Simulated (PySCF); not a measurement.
# O2Zr: relaxation with MP2 and vibrations with MP2, part 2 of 2

The task, for O2Zr: 2 runs in a chain (relaxation with MP2 and vibrations with MP2).

PySCF 2.14.0; relaxation with MP2, HF, def2-tzvpd, and further levels as typed in the inputs. The steps go on from the part before.

## Step 3: Vibrations with MP2: vibrations with MP2, HF, def2-tzvpd

It takes the final geometry of step 2.

run.py

```python
from pyscf import gto, mp, scf
from pyscf.hessian import thermo
import numpy as np
mol = gto.M(atom="mol.xyz", basis="def2-tzvpd", verbose=4)
mol.set(ecp='def2-tzvpd').build()
mf = scf.RHF(mol).run(conv_tol=1e-9)
mol.verbose = mf.verbose = 0
x = mol.atom_coords(); n = x.size; h = np.zeros((n, n))
scan = mp.MP2(mf, frozen=5).nuc_grad_method().as_scanner()
def force(d): return scan(mol.set_geom_(x + d.reshape(-1, 3), unit="Bohr", inplace=False))[1].ravel()
for k in range(n): d = np.zeros(n); d[k] = 0.01; h[k] = (force(d) - force(-d)) / 0.02
h = ((h + h.T) / 2).reshape(mol.natm, 3, mol.natm, 3).transpose(0, 2, 1, 3)
f = thermo.harmonic_analysis(mol, h)
print("harmonic frequencies (1/cm):", *(f"{x.real - x.imag:.2f}" for x in f["freq_wavenumber"]))
```

On the command line:

```bash
python run.py
```

Output:

```text
[INPUT] num. atoms = 3
[INPUT] num. electrons = 56
[INPUT] charge = 0
[INPUT] spin (= nelec alpha-beta = 2S) = 0
[INPUT] symmetry False subgroup None
[INPUT] Mole.unit = angstrom
[INPUT] Symbol           X                Y                Z      unit          X                Y                Z       unit  Magmom
[INPUT]  1 Zr     0.000000000000   0.000000000000  -0.024333020000 AA    0.000000000000   0.000000000000  -0.045982743584 Bohr   0.0
[INPUT]  2 O      1.437822390000   0.000000000000   1.062166510000 AA    2.717090532868   0.000000000000   2.007203802585 Bohr   0.0
[INPUT]  3 O     -1.437822390000   0.000000000000   1.062166510000 AA   -2.717090532868   0.000000000000   2.007203802585 Bohr   0.0

nuclear repulsion = 199.70271157314
number of shells = 42
number of NR pGTOs = 170
number of NR cGTOs = 120
basis = def2-tzvpd
ecp = {}

WARN: ECP not specified. The basis set def2-tzvpd include an ECP. Recommended ECP: def2-TZVPD.

******** <class 'pyscf.scf.hf.RHF'> ********
method = RHF
initial guess = minao
damping factor = 0
level_shift factor = 0
DIIS = <class 'pyscf.scf.diis.CDIIS'>
diis_start_cycle = 1
diis_space = 8
diis_damp = 0
SCF conv_tol = 1e-09
SCF conv_tol_grad = None
SCF max_cycles = 50
direct_scf = True
direct_scf_tol = 1e-13
Set gradient conv threshold to 3.16228e-05
Initial guess from minao.
init E= -190.241603915971
  HOMO = -0.66470655443587  LUMO = -0.354493664550525  gap/eV = 8.44132
cycle= 1 E= -196.007342759586  delta_E= -5.77  |g|= 1.25  |ddm|= 5.03
  HOMO = -0.158684770460958  LUMO = -0.0961265873387447  gap/eV = 1.70229
cycle= 2 E= -195.697792084656  delta_E= 0.31  |g|= 1.78  |ddm|= 1.66
  HOMO = -0.364720111494722  LUMO = -0.0378082036398588  gap/eV = 8.89573
cycle= 3 E= -196.315940347267  delta_E= -0.618  |g|= 0.135  |ddm|= 1.07
  HOMO = -0.380761944840888  LUMO = -0.0524383526910484  gap/eV = 8.93414
cycle= 4 E= -196.321190421253  delta_E= -0.00525  |g|= 0.0347  |ddm|= 0.146
  HOMO = -0.379155490822001  LUMO = -0.049339270572144  gap/eV = 8.97476
cycle= 5 E= -196.321794011455  delta_E= -0.000604  |g|= 0.0115  |ddm|= 0.0509
  HOMO = -0.380709837238022  LUMO = -0.0486939728504368  gap/eV = 9.03461
cycle= 6 E= -196.321968544216  delta_E= -0.000175  |g|= 0.00526  |ddm|= 0.0339
  HOMO = -0.381518495226636  LUMO = -0.0489277235562717  gap/eV = 9.05026
cycle= 7 E= -196.322008963572  delta_E= -4.04e-05  |g|= 0.00163  |ddm|= 0.0204
  HOMO = -0.381856135282131  LUMO = -0.0488932122848951  gap/eV = 9.06038
cycle= 8 E= -196.322012280069  delta_E= -3.32e-06  |g|= 0.00043  |ddm|= 0.00602
  HOMO = -0.381970610102158  LUMO = -0.048874558846876  gap/eV = 9.06401
cycle= 9 E= -196.322012488677  delta_E= -2.09e-07  |g|= 0.00016  |ddm|= 0.000873
  HOMO = -0.381998813808462  LUMO = -0.0488712511771823  gap/eV = 9.06486
cycle= 10 E= -196.322012534071  delta_E= -4.54e-08  |g|= 6.73e-05  |ddm|= 0.000468
  HOMO = -0.382005195802396  LUMO = -0.0488731431660874  gap/eV = 9.06498
cycle= 11 E= -196.322012543001  delta_E= -8.93e-09  |g|= 2.13e-05  |ddm|= 0.000232
  HOMO = -0.382007589184585  LUMO = -0.048873338461803  gap/eV = 9.06504
cycle= 12 E= -196.322012543828  delta_E= -8.28e-10  |g|= 9.7e-06  |ddm|= 6.26e-05
  HOMO = -0.382005271884054  LUMO = -0.0488737459280273  gap/eV = 9.06497
Extra cycle  E= -196.32201254391  delta_E= -8.2e-11  |g|= 7.55e-06  |ddm|= 1.28e-05
converged SCF energy = -196.32201254391
harmonic frequencies (1/cm): 286.77 834.88 864.99
```

It took 3.5 min on 2 threads of Intel Xeon 6975P-C (Granite Rapids), shared host.

Harmonic frequencies from the force constants, with isotope-averaged masses (PySCF's default) and rigid motions projected out (i: imaginary):

| mode | cm⁻¹ |
| --- | --- |
| 1 | 287 |
| 2 | 835 |
| 3 | 865 |

## Step 4: Summary of results

This closing draws on all 2 parts.

```
                     quantity            value
harmonic frequencies (step 3)  287 to 865 cm⁻¹
   zero-point energy (step 3)         0.123 eV
```

**Reading.** In step 3 all modes are real: a minimum.
